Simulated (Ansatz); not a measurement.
# The Ti atom: HSE06 and PBE0 beside PBE

How do the levels and moments change when part of the exchange is made exact, and what does it cost? PBE is run first for comparison.

Computed with Ansatz 0.2.0 (DFT, plane waves (420 eV) with PBE-made PAW files, scalar-relativistic; functionals as named at each step, unless a step says otherwise).

### 1 The system in its box

A box of 14.0 × 14.4 × 14.8 Å, with unequal sides, keeps the periodic images far apart.

As a file:

```
CELL_PARAMETERS angstrom
14.00000 0.00000 0.00000
0.00000 14.40000 0.00000
0.00000 0.00000 14.80000
ATOMIC_POSITIONS crystal
Ti 0.50000 0.50000 0.50000
```

### 2 PBE

The run with PBE.

input.yaml reads:

```yaml
crystal:
  lattice:
    - [14.0, 0.0, 0.0]
    - [0.0, 14.4, 0.0]
    - [0.0, 0.0, 14.8]
  atoms:
    - { symbol: Ti, position: [0.5, 0.5, 0.5], spin: 4.0 }
  symmetry: { detect: false, time_reversal: true }
hamiltonian:
  xc: pbe
  pseudopotentials:
    kind: paw
    azcp:
      Ti: "pseudopotentials/Ti.paw.azcp"
basis:
  ecutwfc: 420
  fft_grid_basis: typed
kpoints:
  mp_grid: { grid: [1, 1, 1], shift: [0, 0, 0] }
magnetization:
  spin_polarized: true
scf:
  occupations: { method: fermi_dirac, width: 0.01 }
```

Launch:

```console
$ ansatz run input.yaml --threads 4 --pin off --max-ram 10240MiB --backend cpu --events-out ev --progress --plain --runs-dir out
```

### 3 HSE06 single point

The run with HSE06.

input.yaml: that of step 2 with these lines changed.

```diff
@@ -9,3 +9,3 @@
 hamiltonian:
-  xc: pbe
+  xc: hse06
   pseudopotentials:
```

### 4 PBE0

The run with PBE0.

input.yaml: that of step 3 with these lines changed.

```diff
@@ -9,3 +9,3 @@
 hamiltonian:
-  xc: hse06
+  xc: pbe0
   pseudopotentials:
```

(Steps that only read results are left out.)

What does the calculation give? Wanted: PBE: gap; PBE: magnetic state; HSE06: gap; HSE06: magnetic state; PBE0: gap; PBE0: magnetic state; HSE06: above the element's usual form.

The runs gave:

| quantity | value |
| --- | --- |
| PBE: gap | 0.83 eV |
| PBE: magnetic state | total moment 4.00 μB |
| HSE06: gap | 2.24 eV |
| HSE06: magnetic state | total moment 4.00 μB |
| HSE06: SCF cycles, exchange loops | 29, 2 |
| HSE06: CPU time over that of PBE | 0.35 |
| PBE0: gap | 2.88 eV |
| PBE0: magnetic state | total moment 4.00 μB |
| PBE0: SCF cycles, exchange loops | 31, 2 |
| PBE0: CPU time over that of PBE | 0.35 |
| HSE06: above the element's usual form (hcp) | 4.19 eV/atom |

The gap goes from 0.83 eV under PBE to 2.24 eV under HSE06. HSE06 took less CPU time than PBE here, which is no rule: the PBE run spent more cycles, searches or output. PBE0 gives a gap of 2.88 eV. The exchange operator of HSE06 was renewed in 2 outer loops. The atom lies 4.19 eV above the element's usual form under HSE06 (from a run of its own). Absolute energies differ from functional to functional, by eV per atom at times, and say nothing by themselves.
